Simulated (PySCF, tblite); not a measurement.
# B₂H₇O₇Si₂ radical, a cluster model of a defect (Si site with back bonds O[SiH3], OB(O)O, OB(O)O): EPR parameters

Wanted: the EPR parameters for `OB(O)O[Si](O[SiH3])OB(O)O`. It is drawn as: dangling bond.

Programs: tblite 0.8.0 and PySCF 2.14.0. All values are calculated, for the isolated system unless a continuum is named. Atoms count from 0, parts from 1.

## 1. Starting point

18 atoms, charge 0, multiplicity 2; geometry: distance geometry start.

## 2. Relaxing the cluster with GFN2-xTB

The job: settings as JSON, then the geometry in Å.

```
{"job": {"kind": "relax", "xc": "GFN2-xTB", "basis": "xTB"}, "charge": 0, "multiplicity": 2}
Si     0.222636    -0.056556     0.590970
O      1.742829     0.532013     0.088496
Si     3.075304    -0.366363     0.678569
O     -0.384721    -1.048291    -0.621214
B     -1.551322    -1.826189    -0.212112
O     -2.115742    -1.561462     1.116826
O     -1.659126    -3.194170    -0.782947
O     -0.834534     1.290287     0.686091
B     -0.596715     2.164114    -0.494045
O     -1.239406     1.911297    -1.801734
O     -0.250529     3.558663    -0.207078
H      3.184146    -1.650055    -0.020748
H      4.293547     0.350811     0.338600
H      3.039835    -0.525853     2.129884
H     -2.822001    -2.270679     1.332337
H     -1.211069    -3.185777    -1.676244
H     -2.190069     2.126209    -1.828982
H     -0.696589     3.775851     0.667210
```

With the program's defaults for keys left out, this is: GFN2-xTB geometry optimisation, gas phase.

Command:

```console
$ OMP_NUM_THREADS=1 python cluster_run.py task.json out
```

One launch serves the whole session: the jobs run in the order shown.

The program printed:

```text
step      E/eV     max force
  0   -1041.00187    3.721
  1   -1042.20584    2.683
  2   -1043.06753    2.114
  3   -1043.19712    0.798
  4   -1043.27279    0.702
  5   -1043.40504    1.063
  6   -1043.49950    1.127
  7   -1043.61837    1.088
  8   -1043.72144    0.697
  9   -1043.80501    0.621
 10   -1043.86578    0.545
 11   -1043.90974    0.602
 12   -1043.92010    1.538
 13   -1043.99140    0.716
 14   -1044.04339    0.529
 15   -1044.11355    0.782
 16   -1044.13531    0.535
 17   -1044.17886    0.465
 18   -1044.23984    1.201
 19   -1044.27349    0.717
 20   -1044.30033    0.365
 21   -1044.32473    0.626
 22   -1044.33972    0.431
 23   -1044.35966    0.298
 24   -1044.36670    0.161
 25   -1044.37247    0.158
 26   -1044.37818    0.177
 27   -1044.38654    0.248
 28   -1044.39484    0.207
 29   -1044.40212    0.181
 30   -1044.40880    0.195
 31   -1044.41558    0.193
 32   -1044.42206    0.160
 33   -1044.42747    0.163
 34   -1044.43237    0.161
 35   -1044.43799    0.223
 36   -1044.44471    0.255
 37   -1044.45108    0.208
 38   -1044.45603    0.215
 39   -1044.46021    0.162
 40   -1044.46497    0.214
 41   -1044.47041    0.201
 42   -1044.47536    0.170
 43   -1044.47895    0.155
 44   -1044.48177    0.146
 45   -1044.48448    0.149
 46   -1044.48673    0.109
 47   -1044.48831    0.099
 48   -1044.48950    0.077
 49   -1044.49045    0.126
 50   -1044.49162    0.111
 51   -1044.49278    0.064
 52   -1044.49382    0.105
 53   -1044.49439    0.056
 54   -1044.49501    0.059
 55   -1044.49541    0.053
 56   -1044.49576    0.054
 57   -1044.49633    0.069
 58   -1044.49727    0.098
 59   -1044.49852    0.120
 60   -1044.49967    0.110
 61   -1044.50050    0.072
 62   -1044.50124    0.081
 63   -1044.50224    0.086
 64   -1044.50360    0.123
 65   -1044.50516    0.137
 66   -1044.50644    0.104
 67   -1044.50775    0.119
 68   -1044.50886    0.121
 69   -1044.51104    0.112
 70   -1044.51305    0.181
 71   -1044.51567    0.196
 72   -1044.51759    0.114
 73   -1044.51959    0.088
 74   -1044.52133    0.087
 75   -1044.52261    0.132
 76   -1044.52363    0.100
 77   -1044.52492    0.070
 78   -1044.52620    0.069
 79   -1044.52745    0.066
 80   -1044.52824    0.069
 81   -1044.52879    0.056
 82   -1044.52945    0.065
 83   -1044.53035    0.073
 84   -1044.53131    0.084
 85   -1044.53224    0.086
 86   -1044.53332    0.069
 87   -1044.53466    0.085
 88   -1044.53650    0.082
 89   -1044.53818    0.066
 90   -1044.53901    0.071
 91   -1044.53988    0.074
 92   -1044.54130    0.109
 93   -1044.54350    0.133
 94   -1044.54625    0.174
 95   -1044.54872    0.123
 96   -1044.55053    0.094
 97   -1044.55142    0.090
 98   -1044.55209    0.080
 99   -1044.55257    0.056
100   -1044.55307    0.046
101   -1044.55382    0.045
102   -1044.55422    0.055
103   -1044.55480    0.059
104   -1044.55530    0.049
105   -1044.55571    0.040
106   -1044.55596    0.035
107   -1044.55619    0.036
108   -1044.55644    0.039
109   -1044.55666    0.034
110   -1044.55680    0.023
111   -1044.55688    0.024
112   -1044.55698    0.026
113   -1044.55714    0.028
114   -1044.55734    0.044
115   -1044.55750    0.027
116   -1044.55761    0.026
117   -1044.55772    0.029
118   -1044.55788    0.033
119   -1044.55809    0.029
120   -1044.55830    0.034
121   -1044.55848    0.031
122   -1044.55866    0.031
123   -1044.55888    0.034
124   -1044.55915    0.045
125   -1044.55940    0.040
126   -1044.55961    0.034
127   -1044.55980    0.034
128   -1044.56002    0.035
129   -1044.56031    0.047
130   -1044.56065    0.053
131   -1044.56101    0.049
132   -1044.56129    0.041
133   -1044.56160    0.037
134   -1044.56195    0.052
135   -1044.56257    0.076
136   -1044.56326    0.072
137   -1044.56405    0.072
138   -1044.56477    0.069
139   -1044.56547    0.058
140   -1044.56607    0.107
141   -1044.56684    0.094
142   -1044.56791    0.089
143   -1044.56934    0.075
144   -1044.57012    0.089
145   -1044.57080    0.068
146   -1044.57133    0.077
147   -1044.57179    0.064
148   -1044.57251    0.081
149   -1044.57313    0.077
150   -1044.57361    0.080
151   -1044.57401    0.076
152   -1044.57441    0.079
153   -1044.57495    0.080
154   -1044.57578    0.081
155   -1044.57678    0.087
156   -1044.57743    0.120
157   -1044.57853    0.071
158   -1044.57938    0.062
159   -1044.58038    0.055
160   -1044.58089    0.063
161   -1044.58131    0.060
162   -1044.58157    0.042
163   -1044.58182    0.033
164   -1044.58209    0.038
165   -1044.58232    0.043
166   -1044.58249    0.040
167   -1044.58266    0.036
168   -1044.58284    0.040
169   -1044.58299    0.030
170   -1044.58309    0.018
171   -1044.58314    0.014
172   -1044.58319    0.013
173   -1044.58324    0.017
174   -1044.58329    0.016
175   -1044.58332    0.012
176   -1044.58335    0.011
177   -1044.58337    0.014
178   -1044.58340    0.018
179   -1044.58346    0.023
180   -1044.58354    0.024
181   -1044.58364    0.023
182   -1044.58373    0.021
183   -1044.58380    0.020
184   -1044.58386    0.020
185   -1044.58396    0.027
186   -1044.58410    0.041
187   -1044.58434    0.053
188   -1044.58466    0.052
189   -1044.58504    0.040
190   -1044.58548    0.049
191   -1044.58603    0.052
192   -1044.58687    0.072
193   -1044.58793    0.090
194   -1044.58850    0.180
195   -1044.58937    0.128
196   -1044.59012    0.135
197   -1044.59150    0.114
198   -1044.59275    0.089
199   -1044.59378    0.124
200   -1044.59470    0.104
201   -1044.59470    0.104
202   -1044.59877    0.122
203   -1044.60084    0.178
204   -1044.60260    0.069
205   -1044.60430    0.179
206   -1044.60535    0.113
207   -1044.60649    0.104
208   -1044.60589    0.174
209   -1044.60591    0.189
210   -1044.60529    0.271
211   -1044.60674    0.256
212   -1044.60691    0.218
213   -1044.60819    0.053
214   -1044.60853    0.076
215   -1044.60885    0.061
216   -1044.60917    0.076
217   -1044.60959    0.095
218   -1044.61002    0.051
219   -1044.60991    0.084
220   -1044.61011    0.064
221   -1044.60810    0.179
222   -1044.61015    0.055
223   -1044.60944    0.122
224   -1044.61036    0.037
225   -1044.61023    0.089
226   -1044.61042    0.012
227   -1044.61042    0.026
228   -1044.61045    0.010
229   -1044.61046    0.008
230   -1044.61047    0.005
```

Wall time 14 s (1 thread of Intel Xeon 6975P-C, shared host).

The steps of the relaxation:

```tsv
step	energy from step 0 (eV)	largest force (eV/Å)
0	0.0000	3.7210
9	-2.8031	0.6206
18	-3.2380	1.2007
27	-3.3847	0.2489
36	-3.4428	0.2558
45	-3.4826	0.1487
54	-3.4931	0.0582
63	-3.5004	0.0866
72	-3.5157	0.1137
81	-3.5269	0.0564
90	-3.5371	0.0700
99	-3.5507	0.0560
108	-3.5546	0.0390
117	-3.5558	0.0288
126	-3.5577	0.0342
135	-3.5607	0.0762
144	-3.5683	0.0888
153	-3.5731	0.0796
162	-3.5797	0.0415
171	-3.5813	0.0141
180	-3.5817	0.0249
189	-3.5832	0.0404
198	-3.5909	0.0891
207	-3.6046	0.1036
216	-3.6073	0.0760
225	-3.6084	0.0891
230	-3.6086	0.0052
```

Close pairs (by a distance rule), those that changed most:

```tsv
bond	before (Å)	after (Å)	change (Å)
O7–B8	1.488	1.354	-0.133
B4–O6	1.486	1.359	-0.127
B8–O9	1.479	1.358	-0.121
B4–O5	1.468	1.357	-0.111
O3–B4	1.461	1.353	-0.108
B8–O10	1.465	1.359	-0.106
Si0–O1	1.706	1.611	-0.094
Si0–O7	1.715	1.626	-0.088
```

## 3. Relaxing the molecule at PBE0-D3(BJ)/def2-SVP

The job: settings as JSON, then the geometry in Å.

```
{"job": {"xc": "PBE0", "basis": "def2-SVP", "d3": "d3bj", "grid": 2, "kind": "geom", "shake": 0.01}, "charge": 0, "multiplicity": 2}
Si     0.481820    -0.161458     1.511499
O      2.015851    -0.402013     1.198410
Si     3.133388    -0.598224     0.030522
O     -0.348765    -1.313137     0.762772
B     -1.600334    -1.319866     0.161944
O     -2.555971    -0.428597     0.564092
O     -1.879533    -2.221772    -0.797262
O     -0.003490     1.338811     0.996794
B     -0.657371     1.743983    -0.103170
O     -0.532870     1.031536    -1.266913
O     -1.411123     2.871328    -0.112127
H      2.945357    -1.887946    -0.608097
H      3.060674     0.503705    -0.944646
H      4.364108    -0.564973     0.838662
H     -3.380619    -0.534031     0.087472
H     -1.164555    -2.786251    -1.017661
H     -1.018932     1.419718    -2.011027
H     -1.466408     3.314831     0.734650
```

The program printed:

```text
step   0  E = -1158.43566877  max force = 0.034891
step   1  E = -1158.44634989  max force = 0.008293
step   2  E = -1158.44657922  max force = 0.003220
step   3  E = -1158.44663186  max force = 0.002785
step   4  E = -1158.44682489  max force = 0.000922
step   5  E = -1158.44684826  max force = 0.001196
step   6  E = -1158.44689463  max force = 0.001044
step   7  E = -1158.44695979  max force = 0.001199
step   8  E = -1158.44704155  max force = 0.001821
step   9  E = -1158.44707547  max force = 0.003643
step  10  E = -1158.44719230  max force = 0.001888
step  11  E = -1158.44727801  max force = 0.001176
step  12  E = -1158.44737992  max force = 0.001871
step  13  E = -1158.44747070  max force = 0.002492
step  14  E = -1158.44758413  max force = 0.002119
step  15  E = -1158.44762715  max force = 0.001422
step  16  E = -1158.44769052  max force = 0.000886
step  17  E = -1158.44770348  max force = 0.000458
step  18  E = -1158.44770701  max force = 0.000313
optimisation converged
```

Wall time 11 min (1 thread of Intel Xeon 6975P-C, shared host); peak memory 1.2 GiB.

Along the way:

```tsv
step	energy from step 0 (eV)	largest force component (eV/Å)
0	0.0000	1.7942
1	-0.2906	0.4264
2	-0.2969	0.1656
3	-0.2983	0.1432
4	-0.3036	0.0474
5	-0.3042	0.0615
6	-0.3055	0.0537
7	-0.3072	0.0617
8	-0.3095	0.0936
9	-0.3104	0.1873
10	-0.3136	0.0971
11	-0.3159	0.0605
12	-0.3187	0.0962
13	-0.3211	0.1281
14	-0.3242	0.1090
15	-0.3254	0.0731
16	-0.3271	0.0456
17	-0.3275	0.0236
18	-0.3276	0.0161
```

Close pairs (by a distance rule), those that changed most:

```tsv
bond	before (Å)	after (Å)	change (Å)
Si0–O3	1.605	1.665	+0.060
Si0–O1	1.584	1.643	+0.059
Si2–H11	1.451	1.492	+0.040
O1–Si2	1.628	1.668	+0.040
O7–B8	1.342	1.371	+0.029
O6–H15	0.937	0.962	+0.025
O3–B4	1.388	1.368	-0.021
Si2–H13	1.473	1.491	+0.019
```

The final coordinates are the input of the step that follows.

```tsv
at the end point	value
point group (found at 0.08 Å tolerance)	C1
rotational constants (GHz, main isotopes)	0.950, 0.697, 0.523
dipole moment (D)	1.79
⟨S²⟩	0.751
```

## 4. EPR parameters: B3LYP/IGLO-III+pcH-1

The job: settings as JSON, then the geometry in Å.

```
{"job": {"kind": "epr"}, "charge": 0, "multiplicity": 2}
Si     0.519047    -0.174399     1.667695
O      2.032583    -0.299444     1.041161
Si     2.906324    -0.260107    -0.379222
O     -0.394585    -1.406715     1.019186
B     -1.600898    -1.451264     0.376505
O     -2.449218    -0.383680     0.422917
O     -1.967581    -2.566371    -0.316692
O     -0.162571     1.296122     1.276321
B     -0.529788     1.675305     0.010748
O     -0.036147     0.965184    -1.050415
O     -1.312824     2.765809    -0.205500
H      2.283228    -1.135854    -1.413708
H      3.018749     1.135720    -0.890811
H      4.271673    -0.772291    -0.066477
H     -3.243067    -0.545142    -0.096324
H     -1.273957    -3.232971    -0.290453
H     -0.344155     1.309173    -1.894064
H     -1.605585     3.148832     0.627424
```

Method: UKS B3LYP, IGLO-III on B O Si, pcH-1 on H, non-relativistic, mean-field spin-orbit, GIAO.

The program printed:

```text
UKS, coarse grid
  cycle   1  E = -1159.70673359  |g| = 1.30e+00
  cycle   2  E = -1158.80226682  |g| = 2.05e+00
  cycle   3  E = -1160.26033066  |g| = 1.48e-01
  cycle   4  E = -1160.26406267  |g| = 1.13e-01
  cycle   5  E = -1160.26829228  |g| = 1.26e-02
  cycle   6  E = -1160.26833525  |g| = 5.56e-03
  cycle   7  E = -1160.26834478  |g| = 1.90e-03
  cycle   8  E = -1160.26834547  |g| = 4.42e-04
UKS, final grid
  cycle   1  E = -1160.26843269  |g| = 5.36e-04
  cycle   2  E = -1160.26843258  |g| = 8.06e-04
  cycle   3  E = -1160.26843279  |g| = 9.71e-05
  cycle   4  E = -1160.26843280  |g| = 1.08e-05
E = -1160.26843280 Eh   <S^2> = 0.7510 (exact 0.7500)
g shifts (ppm)      1          2          3
  rmc          -205       -205       -205
  gc            127        106         45
  oz_so       -1689      -1547       -201
  total       -1767      -1646       -361
hyperfine (MHz)  atom isotope    a_iso     a_fc   dipolar eigenvalues
    0  29Si   -1279.85   -1280.96   -120.16     60.02     60.14
    1   17O    -112.28    -112.27    -15.12      6.96      8.16
    2  29Si     -23.72     -23.76     -7.31      3.64      3.68
    3   17O     -76.07     -76.05    -21.28     10.23     11.05
    4   11B       6.53       6.54     -1.63     -1.07      2.70
    5   17O      -0.01      -0.01     -0.33     -0.02      0.35
    6   17O      -0.70      -0.71     -1.88      0.88      1.00
    7   17O     -95.85     -95.83    -14.95      7.12      7.83
    8   11B      17.79      17.80     -1.86     -1.64      3.50
    9   17O      -1.40      -1.40     -0.46      0.15      0.31
   10   17O      -0.17      -0.17     -1.26      0.56      0.71
   11    1H       2.54       2.54     -1.25     -0.72      1.97
   12    1H       1.42       1.42     -1.19     -0.78      1.96
   13    1H       0.55       0.55     -1.13     -0.80      1.93
   14    1H      -0.07      -0.07     -0.89     -0.77      1.66
   15    1H       0.05       0.05     -1.45     -0.61      2.06
   16    1H       0.84       0.84     -0.79     -0.70      1.49
   17    1H       0.35       0.35     -1.26     -0.72      1.98
```

Run time: 3.6 min. Hardware: 1 thread of Intel Xeon 6975P-C, shared host; peak memory 2.2 GiB.

Principal g values 2.00055, 2.00067, 2.00196; g(iso) = 2.00106, against 2.00232 for a free electron.

Hyperfine couplings, nucleus by nucleus at this fixed geometry (no averaging over rotations):

```tsv
nuclei	isotope	a(iso) (MHz)	a(iso) (G, at g = 2.0023)	largest dipolar term (MHz)
Si0	29Si	-1279.8	-456.7	-120.2
O1	17O	-112.3	-40.1	-15.1
O7	17O	-95.8	-34.2	-14.9
O3	17O	-76.1	-27.1	-21.3
Si2	29Si	-23.7	-8.5	-7.3
B8	11B	17.8	6.3	3.5
B4	11B	6.5	2.3	2.7
H11	1H	2.5	0.9	2.0
H12	1H	1.4	0.5	2.0
O9	17O	-1.4	-0.5	-0.5
H16	1H	0.8	0.3	1.5
O6	17O	-0.7	-0.3	-1.9
H13	1H	0.6	0.2	1.9
H17	1H	0.3	0.1	2.0
```

Mulliken spin populations:

Si0 0.90; O1 0.01; Si2 0.02; O3 0.03; B4 0.01; O5 0.00; O6 0.00; O7 0.00; B8 0.01; O9 0.00; O10 0.00; H11 0.00; H12 0.00; H13 0.00; H14 0.00; H15 0.00; H16 0.00; H17 0.00

In first order the couplings over 0.8 MHz of 11B, 1H give 128 distinct lines over 27.7 G.

## 5. g tensor and hyperfine couplings: BHandHLYP/IGLO-III+pcH-1

The job, as its differences from that of step 4:

```diff
@@ -1,2 +1,2 @@
-{"job": {"kind": "epr"}, "charge": 0, "multiplicity": 2}
+{"job": {"kind": "epr", "xc": "BHandHLYP"}, "charge": 0, "multiplicity": 2}
 Si     0.519047    -0.174399     1.667695
```

Method: UKS BHandHLYP, IGLO-III on B O Si, pcH-1 on H, non-relativistic, mean-field spin-orbit, GIAO.

The program printed:

```text
UKS, coarse grid
  cycle   1  E = -1159.55413265  |g| = 1.07e+00
  cycle   2  E = -1159.50610741  |g| = 1.17e+00
  cycle   3  E = -1159.94641917  |g| = 7.37e-02
  cycle   4  E = -1159.94782017  |g| = 5.19e-02
  cycle   5  E = -1159.94876342  |g| = 8.42e-03
  cycle   6  E = -1159.94879912  |g| = 2.11e-03
  cycle   7  E = -1159.94880241  |g| = 1.37e-03
  cycle   8  E = -1159.94880343  |g| = 3.25e-04
UKS, final grid
  cycle   1  E = -1159.94885568  |g| = 2.89e-04
  cycle   2  E = -1159.94885568  |g| = 3.32e-04
  cycle   3  E = -1159.94885572  |g| = 3.31e-05
  cycle   4  E = -1159.94885572  |g| = 1.76e-05
E = -1159.94885572 Eh   <S^2> = 0.7513 (exact 0.7500)
g shifts (ppm)      1          2          3
  rmc          -207       -207       -207
  gc            128        110         43
  oz_so       -1749      -1624       -177
  total       -1828      -1720       -341
hyperfine (MHz)  atom isotope    a_iso     a_fc   dipolar eigenvalues
    0  29Si   -1304.03   -1305.15   -125.95     62.79     63.16
    1   17O    -109.05    -109.04    -14.82      6.89      7.93
    2  29Si     -20.51     -20.55     -6.57      3.26      3.31
    3   17O     -78.62     -78.61    -20.42      9.77     10.65
    4   11B       5.89       5.89     -1.56     -1.04      2.60
    5   17O       0.24       0.24     -0.37      0.05      0.32
    6   17O      -0.74      -0.75     -1.55      0.71      0.84
    7   17O     -96.74     -96.72    -14.36      6.88      7.48
    8   11B      17.10      17.10     -1.82     -1.59      3.40
    9   17O      -0.75      -0.75     -0.45      0.15      0.30
   10   17O      -0.23      -0.24     -1.09      0.48      0.61
   11    1H       2.24       2.24     -1.19     -0.76      1.95
   12    1H       1.33       1.33     -1.14     -0.80      1.94
   13    1H       0.56       0.56     -1.09     -0.82      1.91
   14    1H      -0.12      -0.12     -0.87     -0.76      1.63
   15    1H       0.01       0.01     -1.37     -0.68      2.05
   16    1H       0.57       0.57     -0.78     -0.70      1.48
   17    1H       0.29       0.29     -1.22     -0.76      1.98
```

Wall time 3.9 min (1 thread of Intel Xeon 6975P-C, shared host); peak memory 2.3 GiB.

In short: g(iso) 2.00102.

## 6. Comparing the runs: EPR parameters

g, ⟨S²⟩ and isotropic hyperfine couplings (MHz), with basis size and wall time:

```tsv
run	g(iso)	⟨S²⟩	29Si Si0	17O O1	17O O7	17O O3	29Si Si2	functions	time
B3LYP/IGLO-III+pcH-1	2.00106	0.751	-1279.8	-112.3	-95.8	-76.1	-23.7	473	3.6 min
BHandHLYP/IGLO-III+pcH-1	2.00102	0.751	-1304.0	-109.1	-96.7	-78.6	-20.5	473	3.9 min
```

## 7. What came out

```
                            quantity                     value
                         point group                        C1
rotational constants (main isotopes)      0.95, 0.70, 0.52 GHz
                      g(iso) (B3LYP)                   2.00106
                                ⟨S²⟩        0.751 (exact 0.75)
                      largest a(iso)  29Si on Si0, -1279.8 MHz
```

What this shows: Relaxing lowered the energy by 0.328 eV in 18 steps; the close pair that moved most is Si0–O3, from 1.605 to 1.665 Å (PBE0/def2-SVP). No frequency check was run at this level, so the end point may be a saddle. Most of the unpaired spin sits on Si0 (0.90 e). The isotropic g lies 1.3 ppt below the free-electron value. The coupling of 29Si on Si0 runs from -1304.0 (BHandHLYP/IGLO-III+pcH-1) to -1279.8 MHz (B3LYP/IGLO-III+pcH-1). A capped cluster stands for the solid here, so long-range fields and strain are missing, and bands or shifts of the capping hydrogens have no counterpart in it.
